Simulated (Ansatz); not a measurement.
# CH₂InO radical (SMILES O=[C][InH2]): single points off equilibrium

Aim: energy, forces and dipole at a structure displaced at random from a GFN2-xTB minimum, from CCSD(T) and from density functionals.

Computed with Ansatz 0.2.0, Gaussian basis. Level: single points in def2-TZVPP.

Cores are frozen in the correlated methods. Filled d shells of the heavier atoms are correlated. Core potentials replace the inner electrons past krypton, and spin-orbit coupling is left out. Orbitals are unrestricted.

**1. The starting structure**

SMILES `O=[C][InH2]`, 5 atoms, charge 0, spin multiplicity 2.

Atoms are counted from 1 here; the program's logs count them from 0.

Bond lengths: O1–C2 1.147 Å, C2–In3 2.576 Å, In3–H4 1.895 Å, In3–H5 1.896 Å. Angles: O1–C2–In3 103.9°, C2–In3–H4 91.7°, C2–In3–H5 154.3°, H4–In3–H5 113.9°.

Coordinates:

```
atom    x (Å)    y (Å)    z (Å)
  O1   0.2960  -1.4176   1.7023
  C2   0.8171  -0.3961   1.6729
 In3  -0.0051   0.6557  -0.5302
  H4  -1.0181  -0.8877  -0.9561
  H5  -0.1359   2.0403  -1.8186
```

**2. CCSD(T)/def2-TZVPP**

Input file run/in.yaml:

```yaml
crystal:
  periodic: [false, false, false]
  atoms:
    - {symbol: O, position_ang: [0.296000, -1.417600, 1.702300]}
    - {symbol: C, position_ang: [0.817100, -0.396100, 1.672900]}
    - {symbol: In, position_ang: [-0.005100, 0.655700, -0.530200]}
    - {symbol: H, position_ang: [-1.018100, -0.887700, -0.956100]}
    - {symbol: H, position_ang: [-0.135900, 2.040300, -1.818600]}
basis:
  gaussian: {orbitals: def2-TZVPP}
magnetization: {spin_polarized: true, initial_magnetization: 1}
correlation: {method: ccsd_t}
scf: {omitted_lower_state_checks: [cluster_reference]}
output: {forces: true}
```

The command line of these runs was not kept.

**3. PBE0-D4/def2-TZVPP**

run/in.yaml: that of step 2 with these lines changed.

```diff
@@ -11,4 +11,3 @@
 magnetization: {spin_polarized: true, initial_magnetization: 1}
-correlation: {method: ccsd_t}
-scf: {omitted_lower_state_checks: [cluster_reference]}
-output: {forces: true}
+hamiltonian: {xc: pbe0, dispersion: d4}
+output: {forces: true, orbitals: {seedname: orbitals}}
```

**4. wB97M-V/def2-TZVPP**

run/in.yaml: that of step 3 with these lines changed.

```diff
@@ -11,3 +11,3 @@
 magnetization: {spin_polarized: true, initial_magnetization: 1}
-hamiltonian: {xc: pbe0, dispersion: d4}
-output: {forces: true, orbitals: {seedname: orbitals}}
+hamiltonian: {xc: {name: wB97M-V}}
+output: {forces: true}
```

**5. r2SCAN-D4/def2-TZVPP**

run/in.yaml: that of step 4 with these lines changed.

```diff
@@ -11,3 +11,3 @@
 magnetization: {spin_polarized: true, initial_magnetization: 1}
-hamiltonian: {xc: {name: wB97M-V}}
+hamiltonian: {xc: r2scan, dispersion: d4}
 output: {forces: true}
```

**6. PBE-D4/def2-TZVPP**

run/in.yaml: that of step 5 with these lines changed.

```diff
@@ -11,3 +11,3 @@
 magnetization: {spin_polarized: true, initial_magnetization: 1}
-hamiltonian: {xc: r2scan, dispersion: d4}
+hamiltonian: {xc: pbe, dispersion: d4}
 output: {forces: true}
```

**7. HSE06-D4/def2-TZVPP**

run/in.yaml: that of step 6 with these lines changed.

```diff
@@ -11,3 +11,3 @@
 magnetization: {spin_polarized: true, initial_magnetization: 1}
-hamiltonian: {xc: pbe, dispersion: d4}
+hamiltonian: {xc: hse06, dispersion: d4}
 output: {forces: true}
```

**8. LC-wPBE/def2-TZVPP**

run/in.yaml: that of step 7 with these lines changed.

```diff
@@ -11,3 +11,3 @@
 magnetization: {spin_polarized: true, initial_magnetization: 1}
-hamiltonian: {xc: hse06, dispersion: d4}
+hamiltonian: {xc: {name: LC-wPBE}}
 output: {forces: true}
```

(Steps that only read results are left out.)

What does the calculation give? Wanted: energy less free atoms, CCSD(T)/def2-TZVPP; RMS force component; RMS force error; HOMO and LUMO, PBE0-D4; T1 diagnostic.

**Answer**, as computed:

| quantity | value |
| --- | --- |
| energy less free atoms, CCSD(T)/def2-TZVPP | -14.585 eV |
| RMS force component | 0.557 to 0.893 eV/Å over the methods |
| RMS force error | PBE0-D4 0.280, wB97M-V 0.377, r2SCAN-D4 0.153, PBE-D4 0.407, HSE06-D4 0.269, LC-wPBE 0.437 eV/Å |
| HOMO and LUMO, PBE0-D4 | -5.49 and -2.96 eV |
| T1 diagnostic | 0.021 |

What this shows: Against CCSD(T) the functionals' energies less atoms differ by -1.101 to -0.336 eV, PBE-D4 by -1.101 eV. CCSD(T) in triple zeta still lacks some correlation energy of the bonds, so part of these gaps is its own basis error and they don't rank the functionals. For forces r2SCAN-D4 does best and LC-wPBE worst. Frozen-core CCSD(T) forces in triple zeta carry basis errors of their own, and this is one geometry, so small gaps rank nothing.
